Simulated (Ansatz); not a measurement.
# C24H14Se6: the relaxed shape and its frontier levels

Aim: characterise C24H14Se6 as a singlet: its structure, frontier levels and distribution of charge.

Program: Ansatz 0.2.0, Gaussian basis. Level of theory: RKS PBE0-D4/def2-SVP. These are calculated values, not measurements.

Levels to be run: relaxation at r2SCAN-D4/def2-SVP; a single point at PBE0-D4/def2-SVP.

1 further run of the same task is left out (it didn't finish).

## (1) Starting geometry

SMILES `c1c[se]c(-c2ccc(-c3ccc(-c4ccc(-c5ccc(-c6ccc[se]6)[se]5)[se]4)[se]3)[se]2)c1`, 44 atoms, charge 0, spin multiplicity 1.

Atoms are counted from 1 here; the program's logs count them from 0.

Bond lengths: C1–C2 1.360 Å, C1–C30 1.408 Å, C1–H31 1.077 Å, C2–Se3 1.854 Å, C2–H32 1.075 Å, Se3–C4 1.882 Å, C4–C5 1.428 Å, C4–C30 1.375 Å, C5–C6 1.377 Å, C5–Se29 1.882 Å, C6–C7 1.399 Å, C6–H33 1.077 Å, C7–C8 1.376 Å, C7–H34 1.081 Å, C8–C9 1.419 Å, C8–Se29 1.887 Å, C9–C10 1.376 Å, C9–Se28 1.887 Å and more. Angles: C2–C1–C30 115.1°, C2–C1–H31 122.6°, C30–C1–H31 122.3°, C1–C2–Se3 112.1°, C1–C2–H32 126.7°, Se3–C2–H32 121.2°, C2–Se3–C4 87.0°, Se3–C4–C5 122.0°, Se3–C4–C30 110.6°, C5–C4–C30 127.5°, C4–C5–C6 127.4°, C4–C5–Se29 121.8°, C6–C5–Se29 110.8°, C5–C6–C7 115.6°, C5–C6–H33 122.3°, C7–C6–H33 122.2°, C6–C7–C8 116.0°, C6–C7–H34 122.9° and more.

The start is a GFN2-xTB geometry.

## (2) Relaxation at r2SCAN-D4/def2-SVP

File in.yaml:

```yaml
crystal:
  periodic: [false, false, false]
  atoms:
    - {symbol: C, position_ang: [10.999610, 0.181070, -0.341880]}
    - {symbol: C, position_ang: [11.054140, -0.667280, 0.719820]}
    - {symbol: Se, position_ang: [9.366460, -1.138920, 1.324190]}
    - {symbol: C, position_ang: [8.679420, -0.042060, -0.042080]}
    - {symbol: C, position_ang: [7.275220, 0.129800, -0.240190]}
    - {symbol: C, position_ang: [6.653960, 0.899900, -1.197890]}
    - {symbol: C, position_ang: [5.255160, 0.888120, -1.168610]}
    - {symbol: C, position_ang: [4.678540, 0.111120, -0.189570]}
    - {symbol: C, position_ang: [3.292240, -0.073470, 0.052440]}
    - {symbol: C, position_ang: [2.712350, -0.848430, 1.031080]}
    - {symbol: C, position_ang: [1.315390, -0.852650, 1.055630]}
    - {symbol: C, position_ang: [0.696610, -0.083230, 0.096260]}
    - {symbol: C, position_ang: [-0.697180, 0.086430, -0.098780]}
    - {symbol: C, position_ang: [-1.318060, 0.856730, -1.055920]}
    - {symbol: C, position_ang: [-2.715150, 0.848540, -1.031110]}
    - {symbol: C, position_ang: [-3.292980, 0.070740, -0.053480]}
    - {symbol: C, position_ang: [-4.679000, -0.113170, 0.189820]}
    - {symbol: C, position_ang: [-5.255700, -0.888830, 1.169650]}
    - {symbol: C, position_ang: [-6.654280, -0.899530, 1.198630]}
    - {symbol: C, position_ang: [-7.274610, -0.129750, 0.240090]}
    - {symbol: C, position_ang: [-8.678390, 0.042080, 0.041770]}
    - {symbol: C, position_ang: [-9.699840, -0.528150, 0.763430]}
    - {symbol: C, position_ang: [-10.997910, -0.182620, 0.341920]}
    - {symbol: C, position_ang: [-11.052440, 0.667960, -0.717910]}
    - {symbol: Se, position_ang: [-9.365870, 1.142810, -1.321420]}
    - {symbol: Se, position_ang: [-6.006550, 0.727720, -0.853520]}
    - {symbol: Se, position_ang: [-1.971430, -0.775760, 0.994070]}
    - {symbol: Se, position_ang: [1.972880, 0.773750, -0.997030]}
    - {symbol: Se, position_ang: [6.007420, -0.728440, 0.853920]}
    - {symbol: C, position_ang: [9.701550, 0.526360, -0.764470]}
    - {symbol: H, position_ang: [11.883340, 0.562210, -0.825110]}
    - {symbol: H, position_ang: [11.941710, -1.047890, 1.192720]}
    - {symbol: H, position_ang: [7.207240, 1.472920, -1.922610]}
    - {symbol: H, position_ang: [4.648620, 1.448980, -1.866350]}
    - {symbol: H, position_ang: [3.316980, -1.411490, 1.728310]}
    - {symbol: H, position_ang: [0.738880, -1.417050, 1.775100]}
    - {symbol: H, position_ang: [-0.741970, 1.423700, -1.773830]}
    - {symbol: H, position_ang: [-3.320900, 1.411530, -1.727600]}
    - {symbol: H, position_ang: [-4.648980, -1.449530, 1.867140]}
    - {symbol: H, position_ang: [-7.207650, -1.473210, 1.922410]}
    - {symbol: H, position_ang: [-9.523620, -1.191880, 1.592040]}
    - {symbol: H, position_ang: [-11.880970, -0.566320, 0.824080]}
    - {symbol: H, position_ang: [-11.939710, 1.049100, -1.190230]}
    - {symbol: H, position_ang: [9.525540, 1.188060, -1.594890]}
basis:
  gaussian: {orbitals: def2-SVP, fitting: {mean_field: def2-universal-jkfit}}
hamiltonian: {xc: r2scan, dispersion: d4}
scf: {lower_state_search: "off"}
output: {orbitals: {seedname: orbitals}}
relax: {f_tol: 0.03, max_steps: 70}
```

Command:

```sh
$ ansatz run in.yaml --threads 2 --pin off --events-out ev --progress --plain --max-ram 22528MiB --backend cuda --devices 0, --max-vram 18GiB
```

The runs that follow: Single point, PBE0-D4/def2-SVP.

Q: Predict the results of all the runs planned. Wanted: point group; commonest bond, hydrogen aside; HOMO, LUMO at PBE0-D4/def2-SVP; dipole at r2SCAN-D4/def2-SVP.

**Answer**, as computed:

```
                      quantity                           value
                   point group                             C2h
commonest bond, hydrogen aside  C–C, 23 of mean length 1.404 Å
HOMO, LUMO at PBE0-D4/def2-SVP                 -5.12, -2.54 eV
  dipole at r2SCAN-D4/def2-SVP                          0.00 D
```

What this shows: The molecule keeps its bonding pattern by the stored test; the atoms moved 0.08 Å (rms). No usable vibrations, so a minimum isn't proven.
